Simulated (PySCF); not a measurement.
# BrNa (Sodium Bromide): the cost of one run

Computed with PySCF 2.14.0, with density-fitted response routines of our own, on a single molecule, in the gas phase or a continuum. Atoms are numbered from 0 throughout.

## (1) The molecule as given

2 atoms, charge 0, multiplicity 1; geometry from: GFN2-xTB. The atoms were then displaced at random by about 0.01 Å, so the start is not that level's minimum.

Bonds of the start (Å): Na0–Br1 2.52.

## (2) Optimising the geometry at PBE0-D3(BJ)/def2-SVP

The job: settings as JSON, then the geometry in Å.

```
{"job": {"xc": "PBE0", "basis": "def2-SVP", "d3": "d3bj", "grid": 1, "shake": 0.01, "kind": "geom"}, "charge": 0, "multiplicity": 1}
Na     1.269150    -0.028510     0.001410
Br    -1.251660    -0.000310    -0.013530
```

Command:

```console
$ OMP_NUM_THREADS=1 python probes_run.py task.json out
```

This one command runs all jobs of the session in turn.

**Question.** How long does this first job take on 1 thread of INTEL XEON PLATINUM 8581C at 2.10GHz, shared host, and how much memory does it need?

About 2.8 s, with a peak of 0.28 GiB.
